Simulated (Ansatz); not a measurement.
# I (diamond type): the cost of one run

Computed with Ansatz 0.2.0 (DFT LDA, with the methods named in each step, unless a step's input says otherwise).

**1. The starting structure**

Symmetry: Fd-3m, No. 227, cubic system. The conventional cell has a = 6.980 Å, b = 6.980 Å, c = 6.980 Å, α = 90.00°, β = 90.00°, γ = 90.00°. Around I (site symmetry -43m) lie 4 I at 3.02 Å.

Coordinates:

```xyz
2
Lattice="0.0000 3.4898 3.4898 3.4898 0.0000 3.4898 3.4898 3.4898 0.0000" Properties=species:S:1:pos:R:3 pbc="T T T"
I    -0.8724   -0.8724   -0.8724
I     0.8724    0.8724    0.8724
```

Whether this phase is the stable one at these pressures isn't tested.

Atoms are numbered in the order of the input: I1, I2.

**2. Cell relaxed at zero pressure, PAW**

input.yaml

```yaml
crystal:
  lattice:
    - [0.0, 3.4897660234, 3.4897660234]
    - [3.4897660234, 0.0, 3.4897660234]
    - [3.4897660234, 3.4897660234, 0.0]
  atoms:
    - { symbol: I, position: [-0.125, -0.125, -0.125] }
    - { symbol: I, position: [0.125, 0.125, 0.125] }
kpoints:
  mp_grid: { grid: [11, 11, 11] }
scf:
  occupations: { method: fermi_dirac, width: 0.08 }
hamiltonian:
  xc: lda
  pseudopotentials: { kind: paw }
output:
  forces: true
  stress: true
relax:
  f_tol: 0.005
  max_steps: 40
  cell: {}
```

The run is started by

```sh
ansatz run input.yaml --threads 1 --pin off --max-ram 2048MiB --backend cpu --events-out ev --progress --plain --runs-dir out
```

What time and memory should one allow on 1 thread of Arm Neoverse V1, shared host?

About 32 s, with a peak of 0.38 GiB.
